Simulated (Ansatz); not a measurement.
**C2H7Cl2GaO: small, medium and large basis sets**

An exercise on one series of results from a longer session: the logs are not shown, and one member is left open.

Computed with Ansatz 0.2.0, Gaussian basis. Level: one geometry, several basis sets.

The runs, in order: PBE0-D4/def2-SVP; ωB97M-V/def2-SVP; PBE0-D4/def2-QZVPP; ωB97M-V/def2-QZVPP; the functionals' def2-TZVPP values are taken from earlier runs.

## Structure used throughout

An earlier PBE0-D4 in a triple-zeta def2 set relaxation fixed the geometry.

SMILES `C[OH+][Ga-]([CH3])([Cl])[Cl]`, 13 atoms, charge 0, spin multiplicity 1.

Atoms are counted from 1 here; the program's logs count them from 0.

Bond lengths: C1–O2 1.428 Å, C1–H7 1.092 Å, C1–H8 1.090 Å, C1–H9 1.088 Å, O2–Ga3 2.094 Å, O2–H10 0.966 Å, Ga3–C4 1.955 Å, Ga3–Cl5 2.160 Å, Ga3–Cl6 2.189 Å, C4–H11 1.091 Å, C4–H12 1.091 Å, C4–H13 1.091 Å. Angles: O2–C1–H7 111.3°, O2–C1–H8 109.6°, O2–C1–H9 106.7°, H7–C1–H8 110.3°, H7–C1–H9 109.6°, H8–C1–H9 109.2°, C1–O2–Ga3 124.4°, C1–O2–H10 111.8°, Ga3–O2–H10 104.5°, O2–Ga3–C4 105.4°, O2–Ga3–Cl5 100.2°, O2–Ga3–Cl6 89.4°, C4–Ga3–Cl5 120.4°, C4–Ga3–Cl6 119.5°, Cl5–Ga3–Cl6 113.6°, Ga3–C4–H11 111.0°, Ga3–C4–H12 109.2°, Ga3–C4–H13 110.9° and more.

As a file:

| atom | x (Å) | y (Å) | z (Å) |
| --- | --- | --- | --- |
| C1 | 0.5785 | 0.1404 | -1.7788 |
| O2 | -0.4294 | 0.7867 | -1.0005 |
| Ga3 | -0.6487 | 0.5642 | 1.0705 |
| C4 | 0.3810 | -1.0312 | 1.5338 |
| Cl5 | 0.0001 | 2.5142 | 1.7358 |
| Cl6 | -2.8160 | 0.4079 | 0.8018 |
| H7 | 0.4616 | -0.9451 | -1.7552 |
| H8 | 0.5373 | 0.5035 | -2.8063 |
| H9 | 1.5362 | 0.4144 | -1.3411 |
| H10 | -1.3139 | 0.6285 | -1.3556 |
| H11 | 0.0284 | -1.8995 | 0.9748 |
| H12 | 0.2618 | -1.2397 | 2.5984 |
| H13 | 1.4437 | -0.8792 | 1.3375 |

Set-up of the first run:

Contents of in.yaml:

```yaml
crystal:
  periodic: [false, false, false]
  atoms:
    - {symbol: C, position_ang: [0.578480, 0.140375, -1.778839]}
    - {symbol: O, position_ang: [-0.429389, 0.786718, -1.000532]}
    - {symbol: Ga, position_ang: [-0.648740, 0.564231, 1.070515]}
    - {symbol: C, position_ang: [0.380954, -1.031168, 1.533778]}
    - {symbol: Cl, position_ang: [0.000101, 2.514202, 1.735829]}
    - {symbol: Cl, position_ang: [-2.816031, 0.407923, 0.801800]}
    - {symbol: H, position_ang: [0.461634, -0.945129, -1.755217]}
    - {symbol: H, position_ang: [0.537312, 0.503464, -2.806256]}
    - {symbol: H, position_ang: [1.536165, 0.414444, -1.341113]}
    - {symbol: H, position_ang: [-1.313871, 0.628492, -1.355602]}
    - {symbol: H, position_ang: [0.028395, -1.899460, 0.974813]}
    - {symbol: H, position_ang: [0.261774, -1.239728, 2.598374]}
    - {symbol: H, position_ang: [1.443715, -0.879165, 1.337453]}
basis:
  gaussian: {orbitals: def2-SVP}
hamiltonian: {xc: pbe0, dispersion: d4}
output: {orbitals: {seedname: orbitals}}
```

Launch:

```console
$ ansatz run in.yaml --threads 4 --pin off --events-out ev --progress --plain --max-ram 11315MiB
```

Among the steps run: PBE0-D4 in def2-SVP; ωB97M-V in def2-SVP; PBE0-D4 in def2-QZVPP; ωB97M-V in def2-QZVPP.

One of the session's tables, all rows but one given; the rest of the session is left out.

It belongs to the step «Functionals by basis». 

| functional | basis | HOMO (eV) | LUMO (eV) |
| --- | --- | --- | --- |
| PBE0-D4 | def2-SVP | ? | ? |
| PBE0-D4 | def2-TZVPP | -8.10 | -0.10 |
| PBE0-D4 | def2-QZVPP | -8.14 | -0.37 |
| ωB97M-V | def2-SVP | -10.11 | 2.11 |
| ωB97M-V | def2-TZVPP | -10.30 | 1.49 |
| ωB97M-V | def2-QZVPP | -10.35 | 0.93 |

Q: Estimate the row for PBE0-D4, def2-SVP from the others.

The run gave: HOMO (eV): -7.94; LUMO (eV): 0.36. In the column «HOMO (eV)» it is the highest.
